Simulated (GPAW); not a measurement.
# MoSe (P3m1) in GPAW: convergence with smearing function

Aim: find how far smearing function must go before the results for MoSe settle, at PBE. This setting moves, with any that are tied to it; all else stays.

Everything below comes from runs of GPAW 26.7.0. Logs are shortened: lines on timing, memory, paths and dates and some standing lists are left out, and cuts for length are marked. The log counts tension as positive stress, the text compression.

### Step 1. The crystal as given

Symmetry: P3m1, No. 156, trigonal system. Conventional cell: a = 3.471 Å, b = 3.471 Å, c = 4.373 Å, α = 90.00°, β = 90.00°, γ = 120.00°. Mo (site symmetry 3m) is surrounded by 3 Se at 2.04 Å. Around Se (site symmetry 3m) lie 3 Mo at 2.04 Å.

The cell was built by a generator and needn't be a form met in nature.

### Step 2. With smearing function fermi-dirac

Input file run.py:

```python
from ase.dft.bandgap import bandgap
from ase.io import read, write
from ase.units import GPa
from gpaw import GPAW, PW

atoms = read('POSCAR')

calc = GPAW(mode=PW(600),
            xc='PBE',
            kpts={'size': (7, 7, 5), 'gamma': True},
            occupations={'name': 'fermi-dirac', 'width': 0.1},
            nbands=20,
            convergence={'density': 1e-05, 'energy': 1e-05},
            maxiter=100,
            txt='gpaw.txt')
atoms.calc = calc
energy = atoms.get_potential_energy()
forces = atoms.get_forces()
stress = atoms.get_stress()
calc.write('gs.gpw')
write('result.traj', atoms)
print(f'Energy: {energy:.6f} eV')
print('Forces (eV/A):')
print(forces.round(4))
print('Stress (GPa):', (stress / GPa).round(3))
print('Fermi level:', round(calc.get_fermi_level(), 4), 'eV')
print(f'Gap: {bandgap(calc)[0]:.4f} eV, direct: {bandgap(calc, direct=True)[0]:.4f} eV')
```

Input file POSCAR:

```
MoSe
1.0
    3.4706685925      0.0000000000      0.0000000000
   -1.7353342963      3.0056871692      0.0000000000
    0.0000000000      0.0000000000      4.3727953400
Mo Se
1 1
Direct
    0.6666666700      0.3333333300      0.0254445500
    0.3333333367      0.6666666633      0.1184304700
```

Potentials or basis: GPAW PAW data sets (gpaw-data 1.2.1), pw.

On the command line:

```
OMP_NUM_THREADS=1 python run.py
```

It took 17 s on 1 thread of Arm Neoverse V1, shared host; peak memory 0.16 GiB.

The run converged. Its results:

* Free energy: -8.3396 eV
* Pressure: 68.6 GPa
* Largest force: 6.219 eV/Å
* Band gap on the k mesh: none (metal or under the smearing width)

### Step 3. With smearing function gaussian

run.py: that of step 2 with these lines changed.

```diff
@@ -10,3 +10,3 @@
             kpts={'size': (7, 7, 5), 'gamma': True},
-            occupations={'name': 'fermi-dirac', 'width': 0.1},
+            occupations={'name': 'methfessel-paxton', 'order': 0, 'width': 0.1},
             nbands=20,
```

POSCAR is that of step 2.

Potentials or basis: GPAW PAW data sets (gpaw-data 1.2.1), pw.

On the command line:

```
OMP_NUM_THREADS=1 python run.py
```

It took 16 s on 1 thread of Arm Neoverse V1, shared host; peak memory 0.16 GiB.

It converged, with:

```
Free energy            : -8.2836 eV
Pressure               : 68.2 GPa
Largest force          : 6.149 eV/Å
Band gap on the k mesh : none (metal or under the smearing width)
```

### Step 4. With smearing function marzari-vanderbilt

run.py: that of step 3 with these lines changed.

```diff
@@ -10,3 +10,3 @@
             kpts={'size': (7, 7, 5), 'gamma': True},
-            occupations={'name': 'methfessel-paxton', 'order': 0, 'width': 0.1},
+            occupations={'name': 'marzari-vanderbilt', 'width': 0.1},
             nbands=20,
```

POSCAR is that of step 3.

On the command line:

```
OMP_NUM_THREADS=1 python run.py
```

Wall time 16 s (1 thread of Arm Neoverse V1, shared host); peak memory 0.16 GiB.

The run converged. Its results:

| Item | Value |
| --- | --- |
| Free energy | -8.2696 eV |
| Pressure | 68.1 GPa |
| Largest force | 6.103 eV/Å |
| Band gap on the k mesh | none (metal or under the smearing width) |

### Step 5. With smearing function methfessel-paxton

run.py: that of step 4 with these lines changed.

```diff
@@ -10,3 +10,3 @@
             kpts={'size': (7, 7, 5), 'gamma': True},
-            occupations={'name': 'marzari-vanderbilt', 'width': 0.1},
+            occupations={'name': 'methfessel-paxton', 'width': 0.1, 'order': 1},
             nbands=20,
```

POSCAR is that of step 4.

On the command line:

```
OMP_NUM_THREADS=1 python run.py
```

Wall time 17 s (1 thread of Arm Neoverse V1, shared host); peak memory 0.16 GiB.

Results (log left out):

* Free energy: -8.2706 eV
* Pressure: 68.1 GPa
* Largest force: 6.119 eV/Å
* Band gap on the k mesh: none (metal or under the smearing width)

### Step 6. With smearing function tetrahedron-method

run.py: that of step 5 with these lines changed.

```diff
@@ -10,3 +10,3 @@
             kpts={'size': (7, 7, 5), 'gamma': True},
-            occupations={'name': 'methfessel-paxton', 'width': 0.1, 'order': 1},
+            occupations={'name': 'tetrahedron-method'},
             nbands=20,
```

POSCAR is that of step 5.

Potentials or basis: GPAW PAW data sets (gpaw-data 1.2.1), pw.

On the command line:

```
OMP_NUM_THREADS=1 python run.py
```

It took 17 s on 1 thread of Arm Neoverse V1, shared host; peak memory 0.16 GiB.

Results (log left out):

| Property | Result |
| --- | --- |
| Free energy | -8.2521 eV |
| Pressure | 68.3 GPa |
| Largest force | 6.397 eV/Å |
| Band gap on the k mesh | none (metal or under the smearing width) |

### Step 7. With smearing function improved-tetrahedron-method

run.py: that of step 6 with these lines changed.

```diff
@@ -10,3 +10,3 @@
             kpts={'size': (7, 7, 5), 'gamma': True},
-            occupations={'name': 'tetrahedron-method'},
+            occupations={'name': 'improved-tetrahedron-method'},
             nbands=20,
```

POSCAR is that of step 6.

Potentials or basis: GPAW PAW data sets (gpaw-data 1.2.1), pw.

On the command line:

```
OMP_NUM_THREADS=1 python run.py
```

gpaw.txt:

```text
__  _  _
 | _ |_)|_||  |
 |__||  | ||/\| - 26.7.0

Input parameters:
  mode=PW(ecut=600.0),
  convergence={'density': 1e-05, 'energy': 1e-05},
  kpts=MonkhorstPack(size=(7, 7, 5), gamma=True),
  maxiter=100,
  nbands=20,
  occupations=Occupations(name='improved-tetrahedron-method'),
  xc=XC(name='PBE')

Diagonalizing LCAO Hamiltonian
Converting LCAO to pw mode

        Se

           Mo

Atoms  # Å, Bohr magnetons
|   | symbol |        x |        y |        z |    initial magnetic moments |
|---|--------|----------|----------|----------|-----------------------------|
| 0 |     Mo | 1.735334 | 1.001896 | 0.111264 | ( 0.0000,  0.0000,  0.0000) |
| 1 |     Se | 0.000000 | 2.003791 | 0.517872 | ( 0.0000,  0.0000,  0.0000) |

Unit cell  # Å
| periodic |         x |        y |        z |  lengths |     angles |
|----------|-----------|----------|----------|----------|------------|
|      yes |  3.470669 | 0.000000 | 0.000000 | 3.470669 |  90.000000 |
|      yes | -1.735334 | 3.005687 | 0.000000 | 3.470669 |  90.000000 |
|      yes |  0.000000 | 0.000000 | 4.372795 | 4.372795 | 120.000000 |

Number of symmetries: 6
Symmetry operations  # r_c * U_cc + t_c -> r_c
|   | kind |            matrix            |
|---|------|------------------------------|
| 0 |  σ   |  1, 1, 0,  0,-1, 0,  0, 0, 1 |
| 1 |  E   |  1, 0, 0,  0, 1, 0,  0, 0, 1 |
| 2 |  C3  |  0, 1, 0, -1,-1, 0,  0, 0, 1 |
| 3 |  σ   |  0,-1, 0, -1, 0, 0,  0, 0, 1 |
| 4 |  σ   | -1, 0, 0,  1, 1, 0,  0, 0, 1 |
| 5 |  C3  | -1,-1, 0,  1, 0, 0,  0, 0, 1 |

BZ-sampling:
  Number of BZ points: 245
  Number of IBZ points: 32

  Monkhorst-Pack size: [7, 7, 5]
  Monkhorst-Pack shift: [0, 0, 0]

K-points  # in reciprocal-cell coordinates
|     |                                coordinates |     weight |
|-----|--------------------------------------------|------------|
|   0 | (  0.00000000,   0.00000000,   0.00000000) | 0.00408163 |
|   1 | (  0.00000000,   0.00000000,   0.20000000) | 0.00816327 |
|   2 | (  0.00000000,   0.00000000,   0.40000000) | 0.00816327 |
|   3 | (  0.14285714,   0.00000000,  -0.40000000) | 0.02448980 |
|   4 | (  0.14285714,   0.00000000,  -0.20000000) | 0.02448980 |
|   5 | (  0.14285714,   0.00000000,   0.00000000) | 0.02448980 |
|   6 | (  0.14285714,   0.00000000,   0.20000000) | 0.02448980 |
|   7 | (  0.14285714,   0.00000000,   0.40000000) | 0.02448980 |
|   8 | (  0.28571429,  -0.14285714,   0.00000000) | 0.02448980 |
|   9 | (  0.28571429,  -0.14285714,   0.20000000) | 0.04897959 |
| ... |                                            |            |
|  31 | (  0.42857143,   0.42857143,   0.40000000) | 0.04897959 |

Plane wave coefficients: 1540
Cutoff: 600.0 eV

Spin-components: 1 (collinear spins)
Bands:           20
Projectors:      11
Spin-degeneracy: 2
Datatype:        complex128

Parallelization:
  kpt:    1
  domain: 1
  band:   1

Density:
  Valence electrons: 20.0
  Components: 1
  Grid points: [20 20 25]
  Charge: 0.0  # |e|

Potential:
  Grid points: [20 20 25]

species:
  Mo:
    name:    Molybdenum
    Z:       42.0
    valence: 14
    core:    28
    charge:  0.0  # [|e|]
    compensation charges:
      type: gauss
      rc: 0.38  # [Å]
      lmax: 2
    cutoffs:
      filter: 2.16  # [Å]
      core: 1.42  # [Å]
    projectors
    | kind |    occ | energy [eV] | rcut [Å] |
    |------|--------|-------------|----------|
    |   4s |  2.000 |     -64.307 |    1.238 |
    |   5s |  1.000 |      -4.084 |    1.238 |
    |   4p |  6.000 |     -38.491 |    1.296 |
    |   5p |  0.000 |      -1.044 |    1.296 |
    |   4d |  5.000 |      -3.754 |    1.296 |
    |    d |        |      23.458 |    1.296 |

    Using partial waves for Mo as LCAO basis

  Se:
    name:    Selenium
    Z:       34.0
    valence: 6
    core:    28
    charge:  0.0  # [|e|]
    compensation charges:
      type: gauss
      rc: 0.27  # [Å]
      lmax: 2
    cutoffs:
      filter: 1.77  # [Å]
      core: 2.67  # [Å]
    projectors
    | kind |    occ | energy [eV] | rcut [Å] |
    |------|--------|-------------|----------|
    |   4s |  2.000 |     -17.277 |    0.847 |
    |   4p |  4.000 |      -6.512 |    1.005 |
    |    s |        |       9.935 |    0.847 |
    |    p |        |      20.699 |    1.005 |
    |    d |        |       0.000 |    0.847 |

    Using partial waves for Se as LCAO basis

Reference energy: -176237.604762  # eV

eigensolver:
  PPCG
  Converge bands: occupied
  niter=2

density mixing:
  MSR1-Mixer
  Pratt-step length: 0.05
  Maximum mixing coefficient: 0.75
  Old densities: 10
  SVD Regularization: 0.005
  Good broyden scale: 1.0
  Trust region scale: 1.0
  Backstep threshold: 4.0
  History deletion threshold: 6.0
  Fourier metric: weight=20.0, sigma=0.015

occupation numbers:
  TetrahedronMethod(rcell=[[0.288128921949208, 0.16635131065469053, 0.0], [0.0, 0.3327026212997949, 0.0], [0.0, 0.0, 0.22868666888032316]], size=[7, 7, 5], bz2ibzmap=[31, 30, 29, 30, 31, 28, 27, 26, 27, 28, 31, 30, 29, 30, 31, 25, 24, 23, 22, 21, 20, 19, 18, 17, 16, 16, 17, 18, 19, 20, 21, 22, 23, 24, 25, 28, 27, 26, 27, 28, 28, 27, 26, 27, 28, 20, 19, 18, 17, 16, 15, 14, 13, 12, 11, 10, 9, 8, 9, 10, 11, 12, 13, 14, 15, 16, 17, 18, 19, 20, 31, 30, 29, 30, 31, 16, 17, 18, 19, 20, 10, 9, 8, 9, 10, 7, 6, 5, 4, 3, 3, 4, 5, 6, 7, 10, 9, 8, 9, 10, 20, 19, 18, 17, 16, 21, 22, 23, 24, 25, 11, 12, 13, 14, 15, 3, 4, 5, 6, 7, 2, 1, 0, 1, 2, 7, 6, 5, 4, 3, 15, 14, 13, 12, 11, 25, 24, 23, 22, 21, 16, 17, 18, 19, 20, 10, 9, 8, 9, 10, 7, 6, 5, 4, 3, 3, 4, 5, 6, 7, 10, 9, 8, 9, 10, 20, 19, 18, 17, 16, 31, 30, 29, 30, 31, 20, 19, 18, 17, 16, 15, 14, 13, 12, 11, 10, 9, 8, 9, 10, 11, 12, 13, 14, 15, 16, 17, 18, 19, 20, 28, 27, 26, 27, 28, 28, 27, 26, 27, 28, 25, 24, 23, 22, 21, 20, 19, 18, 17, 16, 16, 17, 18, 19, 20, 21, 22, 23, 24, 25, 31, 30, 29, 30, 31, 28, 27, 26, 27, 28, 31, 30, 29, 30, 31], parallel_layout=<1x1x1>)

poisson solver:
  ecut: 4800.0  # eV

xc functional:
  name: PBE with 2 nearest neighbor stencil

convergence criteria:
- Maximum integral of absolute [dens]ity change: 1e-05 electrons / valence electron
- Maximum [total energy] change in last 3 cyles: 1e-05 eV / valence electron
- Maximum integral of absolute [eigenst]ate change: 4e-08 eV^2 / valence electron
maximum number of iterations: 100

SCF iterations
|iter     | |      energy | eigst |  dens |
|---------|-|-------------|-------|-------|
|iter:   1| |   -8.673180 | +0.57 |       |
|iter:   2| |   -8.576758 | -1.56 | -1.16 |
|iter:   3| |   -8.261286 | -1.52 | -1.21 |
|iter:   4| |   -8.268319 | -2.67 | -1.75 |
|iter:   5| |   -8.271341 | -3.34 | -2.17 |
|iter:   6| |   -8.271237 | -4.39 | -2.53 |
|iter:   7| |   -8.271395c| -4.91 | -2.93 |
|iter:   8| |   -8.271366c| -6.37 | -3.71 |
|iter:   9| |   -8.271372c| -7.31 | -4.19 |
|iter:  10| |   -8.271372c| -7.84c| -4.75 |
|iter:  11| |   -8.271372c| -8.42c| -5.24c|

Converged in 11 steps
Energy contributions relative to reference atoms: (reference = -176237.604762)

Energy contributions:
  Kinetic:          79.520710
  Coulomb:         -66.278890
  Zero:             -0.759088
  External:          0.000000
  Xc:              -20.754104
  Entropy:           0.000000
  Spinorbit:         0.000000
  ----------------------------
  Free energy:      -8.271372
  Extrapolated:     -8.271372

dipole moment: (0.621910, -0.359045, -20.260480)  # |e|*Ang

Fermi level: 7.017
Eigenvalues  # (at kpt = [0.000, 0.000, 0.000])
| band index |      eig [eV] | occ [0-2] |
|------------|---------------|-----------|
|          0 |       -53.097 |     2.000 |
|          1 |       -27.771 |     2.000 |
|          2 |       -27.771 |     2.000 |
|          3 |       -27.073 |     2.000 |
|          4 |        -8.356 |     2.000 |
|          5 |         0.634 |     2.000 |
[... 9 lines left out ...]
|         15 |        18.747 |     0.000 |
|         16 |        18.747 |     0.000 |
|        ... |               |           |
|         19 |        22.150 |     0.000 |

No gap
No difference between direct/indirect transitions

Forces  # eV/Ang
|        x |       y |        z |
|----------|---------|----------|
| -0.00000 | 0.00000 | -6.33773 |  # Mo   0
|  0.00000 | 0.00000 |  6.33767 |  # Se   1

Stress tensor  # eV/Ang^3
|         x |         y |         z |
|-----------|-----------|-----------|
| -0.629334 | -0.000000 |  0.000000 |
| -0.000000 | -0.629334 |  0.000000 |
|  0.000000 |  0.000000 | -0.015401 |

# Writing to gs.gpw (mode='')
```

stdout:

```text
Energy: -8.271372 eV
Forces (eV/A):
[[-0.      0.     -6.3377]
 [ 0.      0.      6.3377]]
Stress (GPa): [-100.83  -100.83    -2.467    0.       0.      -0.   ]
Fermi level: 7.0166 eV
Gap: 0.0000 eV, direct: 0.0000 eV
```

It took 17 s on 1 thread of Arm Neoverse V1, shared host; peak memory 0.16 GiB.

What came out:

| Item | Value |
| --- | --- |
| Free energy | -8.2714 eV |
| Pressure | 68.0 GPa |
| Largest force | 6.338 eV/Å |
| Band gap on the k mesh | none (metal or under the smearing width) |

### Step 8. With smearing function fixed

run.py: that of step 7 with these lines changed.

```diff
@@ -10,3 +10,3 @@
             kpts={'size': (7, 7, 5), 'gamma': True},
-            occupations={'name': 'improved-tetrahedron-method'},
+            occupations={'width': 0.0},
             nbands=20,
```

POSCAR is that of step 7.

On the command line:

```
OMP_NUM_THREADS=1 python run.py
```

Run time: 91 s. Hardware: 1 thread of Arm Neoverse V1, shared host; peak memory 0.16 GiB.

No converged result was reached.

### Step 9. Summary

```csv
smearing function,"energy less the tightest run, at zero smearing (meV/atom)",pressure (GPa),largest force (eV/Å),SCF cycles,CPU time (s),peak memory (GiB)
fermi-dirac,-4.28,68.62,6.219,11,17,0.16
gaussian,0.27,68.19,6.149,11,16,0.16
marzari-vanderbilt,0.89,68.08,6.103,11,16,0.16
methfessel-paxton,1.17,68.08,6.119,11,17,0.16
tetrahedron-method,9.62,68.26,6.397,11,17,0.16
improved-tetrahedron-method,0.00,68.04,6.338,11,17,0.16
fixed,not converged,-,-,-,-,-
```

Not settled before the last step: the energy (to 1 meV/atom), the pressure (to 0.1 GPa), the largest force (to 0.005 eV/Å). Narrower smearing needs a denser k mesh, so at a fixed mesh the narrowest width isn't the most accurate. The tightest run that finished is the yardstick and may itself not be fully converged.

Caveats: a pressure of tens of GPa on the cell as given is suspect, and the run, the potentials or the cell itself is likely at fault; this functional lacks dispersion, which binds the layers, so the pressure and a relaxed spacing across them are unreliable; forces of over 1 eV/Å show positions far from the minimum, so gaps and moduli don't describe the material at rest.
